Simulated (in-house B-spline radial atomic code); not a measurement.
# Hg²⁹⁺: excited configurations

How much energy does it take to promote electrons of Hg²⁹⁺ to other shells? Each configuration is solved by itself and compared with the reference.

Program: in-house B-spline radial atomic code version 1. Level of theory: Dirac-Hartree-Fock, average of configuration, Fermi nucleus, basis-set limit. These are calculated values, not measurements, unless marked.

## Step 1: The system

- element: mercury (Z = 80)
- charge: +29
- electrons: 51
- configuration: [Kr] 4d10 4f5
- Hamiltonian: Dirac-Coulomb
- nucleus: Fermi, rms radius 5.465 fm

The outer shells:

[Kr] 4d10 4f5
```
[Kr] core
4d [↑↓][↑↓][↑↓][↑↓][↑↓]
4f [↑ ][↑ ][↑ ][↑ ][↑ ][  ][  ]
```

The boxes draw the filling by Hund's rule, which heavy ions in jj coupling don't follow; these runs average over all states of the configuration.

Settings of the run:

```ini
Z = 80
electrons = 51.0
configuration = [Kr] 4d10 4f5
hamiltonian = dirac
method = hf
spin_polarised = False
nucleus = fermi
rms_radius = 5.4648
mass_number = 202
atomic_mass = 201.970643604
speed_of_light = 137.035999084
```

This reference run was done before. Its total energy is -19242.363796 hartree, and its levels are (the highest eight at most):

```tsv
orbital	occupation	energy (eV)	<r> (bohr)
3d5/2	6	-3332.92	0.1661
4s1/2	2	-1751.53	0.3843
4p1/2	2	-1626.56	0.3837
4p3/2	4	-1506.48	0.4103
4d3/2	4	-1300.84	0.4068
4d5/2	6	-1276.94	0.4150
4f5/2	2.14286	-1033.11	0.3953
4f7/2	2.85714	-1027.25	0.3989
```

## Step 2: Run with [Kr] 4d10 4f4 7f1

Settings of the run:

```ini
Z = 80
electrons = 51.0
configuration = [Kr] 4d10 4f4 7f1
hamiltonian = dirac
method = hf
spin_polarised = False
nucleus = fermi
rms_radius = 5.4648
mass_number = 202
atomic_mass = 201.970643604
speed_of_light = 137.035999084
```

## Step 3: [Kr] 4d9 4f5 7p1

Changes to the settings of step 2:

```diff
@@ -2,3 +2,3 @@
 electrons = 51.0
-configuration = [Kr] 4d10 4f4 7f1
+configuration = [Kr] 4d9 4f5 7p1
 hamiltonian = dirac
```

## Step 4: Run with [Kr] 4d9 4f5 5g1

Changes to the settings of step 3:

```diff
@@ -2,3 +2,3 @@
 electrons = 51.0
-configuration = [Kr] 4d9 4f5 7p1
+configuration = [Kr] 4d9 4f5 5g1
 hamiltonian = dirac
```

## Step 5: Configuration [Kr] 4d9 4f5 5f1

Changes to the settings of step 4:

```diff
@@ -2,3 +2,3 @@
 electrons = 51.0
-configuration = [Kr] 4d9 4f5 5g1
+configuration = [Kr] 4d9 4f5 5f1
 hamiltonian = dirac
```

## Step 6: Configuration [Kr] 4d10 4f4 7s1

Changes to the settings of step 5:

```diff
@@ -2,3 +2,3 @@
 electrons = 51.0
-configuration = [Kr] 4d9 4f5 5f1
+configuration = [Kr] 4d10 4f4 7s1
 hamiltonian = dirac
```

**Question.** How far above the reference does each configuration lie (order and size, in eV)?

As calculated:

| net move | configuration | energy above the reference (eV) | with Breit, QED, recoil (eV) | largest <r> (bohr) |
| --- | --- | --- | --- | --- |
| 4f → 7s | [Kr] 4d10 4f4 7s1 | 660.62 | 660.96 | 1.68 |
| 4d → 5f | [Kr] 4d9 4f5 5f1 | 693.24 | 692.47 | 0.844 |
| 4f → 7f | [Kr] 4d10 4f4 7f1 | 743.21 | 743.25 | 1.96 |
| 4d → 5g | [Kr] 4d9 4f5 5g1 | 775.61 | 774.80 | 0.844 |
| 4d → 7p | [Kr] 4d9 4f5 7p1 | 940.08 | 939.50 | 1.78 |

Quantum defects of the promoted electron, δ = n − ζ/√(−2ε) with ζ = 30 and ε its orbital energy in hartree:

| promotion | δ |
| --- | --- |
| 4f → 7s | 1.220 |
| 4d → 5f | 0.448 |
| 4f → 7f | 0.433 |
| 4d → 5g | 0.093 |
| 4d → 7p | 1.034 |

The lowest of them is 4f → 7s at 660.62 eV and the highest 4d → 7p at 940.08 eV. Of those tabulated, the defect is largest for 7s (1.22) and least for 5g (0.09); at this charge much of the defect is relativistic. Two partly filled shells share a symmetry and can mix in the average, which may lower the energy, for: 4d → 5f; 4f → 7f. These are averages over configurations, without correlation, not spectroscopic levels.
